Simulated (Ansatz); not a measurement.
# C₂H₈GaN: basis-set convergence

How large a basis does C₂H₈GaN need? Two functionals are run in growing sets.

Computed with Ansatz 0.2.0, Gaussian basis. Level: one geometry, several basis sets.

Levels to be run: PBE0-D4/def2-SVP; ωB97M-V/def2-SVP; PBE0-D4/def2-QZVPP; ωB97M-V/def2-QZVPP; the functionals' def2-TZVPP values are taken from earlier runs.

### 1 Structure used throughout

The geometry comes from an earlier relaxation with PBE0-D4 in a triple-zeta def2 set; it is a stationary point, not always the lowest conformer.

SMILES `C[CH](N)[GaH2]`, 12 atoms, charge 0, spin multiplicity 1.

Atoms are counted from 1 here; the program's logs count them from 0.

Bond lengths: C1–C2 1.509 Å, C1–H5 1.092 Å, C1–H6 1.096 Å, C1–H7 1.095 Å, C2–N3 1.477 Å, C2–Ga4 1.975 Å, C2–H8 1.091 Å, N3–H9 1.011 Å, N3–H10 1.013 Å, Ga4–H11 1.574 Å, Ga4–H12 1.576 Å. Angles: C2–C1–H5 110.6°, C2–C1–H6 111.1°, C2–C1–H7 111.5°, H5–C1–H6 108.5°, H5–C1–H7 107.2°, H6–C1–H7 107.7°, C1–C2–N3 110.1°, C1–C2–Ga4 119.5°, C1–C2–H8 110.5°, N3–C2–Ga4 93.8°, N3–C2–H8 107.1°, Ga4–C2–H8 114.0°, C2–N3–H9 115.6°, C2–N3–H10 114.7°, H9–N3–H10 111.2°, C2–Ga4–H11 119.5°, C2–Ga4–H12 116.5°, H11–Ga4–H12 120.9°.

### 2 PBE0-D4 in def2-SVP

in.yaml reads:

```yaml
crystal:
  periodic: [false, false, false]
  atoms:
    - {symbol: C, position_ang: [-1.106951, 0.972234, 0.457480]}
    - {symbol: C, position_ang: [0.057864, 0.438175, -0.338997]}
    - {symbol: N, position_ang: [1.233648, 0.264825, 0.537102]}
    - {symbol: Ga, position_ang: [0.053674, -1.447439, -0.925269]}
    - {symbol: H, position_ang: [-1.966365, 1.151714, -0.192210]}
    - {symbol: H, position_ang: [-0.845785, 1.911663, 0.957491]}
    - {symbol: H, position_ang: [-1.425209, 0.261949, 1.227448]}
    - {symbol: H, position_ang: [0.341793, 1.144971, -1.119677]}
    - {symbol: H, position_ang: [2.104322, 0.064229, 0.064401]}
    - {symbol: H, position_ang: [1.089957, -0.361357, 1.319680]}
    - {symbol: H, position_ang: [1.043726, -1.909220, -2.058073]}
    - {symbol: H, position_ang: [-0.580664, -2.491754, 0.070615]}
basis:
  gaussian: {orbitals: def2-SVP}
hamiltonian: {xc: pbe0, dispersion: d4}
output: {orbitals: {seedname: orbitals}}
```

The run is started by

```bash
ansatz run in.yaml --threads 2 --pin off --events-out ev --progress --plain --max-ram 32768MiB --backend cpu
```

After this run come: ωB97M-V in def2-SVP; PBE0-D4 in def2-QZVPP; ωB97M-V in def2-QZVPP.

**Question.** What will the summary of the whole plan be? Wanted: PBE0-D4: double and triple zeta above quadruple; ωB97M-V: double and triple zeta above quadruple.

The runs gave:

| quantity | value |
| --- | --- |
| PBE0-D4: double and triple zeta above quadruple | 12.27, 1.41 eV |
| ωB97M-V: double and triple zeta above quadruple | 12.45, 1.37 eV |

What this shows: For PBE0-D4 the step from double to triple zeta gains 10.86 eV and the next only 1.41 eV. Total energies overstate the basis error of differences, where much of it tends to cancel.
